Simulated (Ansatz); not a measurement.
KPt, space group P-6m2, a projected density of states

Computed with Ansatz 0.2.0 through its Python package.

Run as a notebook:

**Cell 1**
```python
import ansatz as az
import numpy as np
```

**Cell 2**
```python
XC = "pbesol"
DISPERSION = "d3bjatm"
MESH = (9, 9, 5)
FILLING = "fermi_dirac"
N_EMPTY = 10
```

**Cell 3**
```python
kpt = (
    az.Lattice.from_parameters(3.00084728, 3.00084728, 5.345578, alpha=90, beta=90, gamma=120)
    .space_group(187)
    .atom("K", [0.0, 0.0, 0.5])
    .atom("Pt", [2 / 3, 1 / 3, 0.0])
)
```

**Cell 4**
```python
kpt.resolved().sites[-1]
```
Output:
```text
Site(symbol='Pt', position=(0.6666666666666666, 0.3333333333333333, 0.0), moment=None, axis=None, held=None, saved=None)
```

**Cell 5**
```python
model = (
    kpt.calculation()
    .functional(XC, dispersion=DISPERSION)
    .kpoints(*MESH)  # the mesh must be finer for metals
    .occupations(FILLING, width=50 * az.meV)
    .scf(extra_bands=N_EMPTY)
    .density_of_states(projected=True, energy_step=0.05)
)
session = model.session()
planned = session.plan(threads=1)
out = planned.execute()
summary = out.report
```
Output:
```text
DeckWarning: basis.ecutwfc = 420 eV, auto-derived from the records' recommended cutoffs: set by K (normal level)
```

**Cell 6**
```python
summary["kpoints_frac"][:4]
```
Output:
```text
[[0.0, 0.0, 0.0], [0.0, 0.0, 0.2], [0.0, 0.0, 0.4], [0.0, 0.1111111111111111, 0.0]]
```

**Cell 7**
```python
summary["n_iterations"], summary["closed_by"]
```
Output:
```text
(7, 'deck_thresholds')
```

**Cell 8**
```python
summary["published_state_doubts"]
```
Output:
```text
[]
```

**Cell 9**
```python
dos = out.density_of_states()
energy = np.asarray(dos.energies_ev) - dos.fermi_ev
curves = {}
for site in out.projected_density_of_states().sites:
    for shell in site.shells:
        weight = sum(np.sum(curve.g_bin_mean_per_ev, axis=0) for curve in shell.curves)
        name = f"{site.species} {shell.label}"
        curves[name] = curves.get(name, 0) + weight
```

**Cell 10**
```python
print("E-EF   " + " ".join(f"{name:>8s}" for name in curves))
for e in np.arange(-6, 4 + 0.1, 0.5):
    print(f"{e:5.1f}  " + " ".join(f"{np.interp(e, energy, g):8.3f}" for g in curves.values()))
```
Output:
```text
E-EF       K 3S     K 4S     K 3P    Pt 5S    Pt 6S    Pt 5P    Pt 5D
 -6.0     0.002    0.035    0.003    0.002    0.103    0.000    0.020
 -5.5     0.002    0.039    0.006    0.003    0.174    0.001    0.039
 -5.0     0.002    0.043    0.007    0.002    0.215    0.002    0.062
 -4.5     0.002    0.048    0.009    0.002    0.278    0.002    0.184
 -4.0     0.000    0.023    0.005    0.001    0.199    0.002    0.611
 -3.5     0.000    0.006    0.001    0.000    0.068    0.001    0.591
 -3.0     0.009    0.197    0.029    0.001    0.213    0.004    3.904
 -2.5     0.001    0.066    0.028    0.000    0.399    0.002    3.105
 -2.0     0.000    0.036    0.016    0.000    0.183    0.003    2.515
 -1.5     0.001    0.035    0.009    0.000    0.085    0.002    4.958
 -1.0     0.002    0.037    0.002    0.000    0.032    0.001    1.646
 -0.5     0.001    0.036    0.001    0.000    0.038    0.000    0.573
  0.0     0.002    0.081    0.002    0.000    0.077    0.001    0.403
  0.5     0.003    0.120    0.004    0.001    0.107    0.001    0.297
  1.0     0.003    0.157    0.006    0.002    0.103    0.001    0.208
  1.5     0.002    0.214    0.008    0.003    0.114    0.001    0.147
  2.0     0.005    0.418    0.010    0.006    0.298    0.001    0.220
  2.5     0.002    0.115    0.002    0.002    0.102    0.000    0.058
  3.0     0.001    0.075    0.003    0.003    0.124    0.000    0.066
  3.5     0.003    0.122    0.004    0.002    0.093    0.000    0.062
  4.0     0.000    0.004    0.000    0.000    0.054    0.000    0.014
```

Dispersion corrections can be off by several per cent in the lattices of metals, and by several GPa in the pressure at a fixed cell. The mesh is modest for a metal, so energies can be off by several to tens of meV an atom and pressures by half a GPa or more; differences at equal mesh fare better. The empty d shell of the heavier alkali and alkaline-earth atoms, which makes much of a conduction band, may have no channel. Spin-orbit coupling, which matters for elements this heavy, is left out. The structure comes from a database of computed cells and needn't be a stable or known phase. Warnings are shown shortened and without file and line. Curves are summed over the cell's atoms. Only shells that the potentials hold have channels, so projections don't add up to the total, least of all where a shell is missing (p of most metals); heights and places of peaks move with the mesh. The density of states is complete only as far up as bands were computed. Wall time of the script: 4.2 s on 1 thread of Arm Neoverse V1, with other jobs on the host, peak memory 0.38 GiB.

(Lines on the test bed's own set-up are left out of the output.)
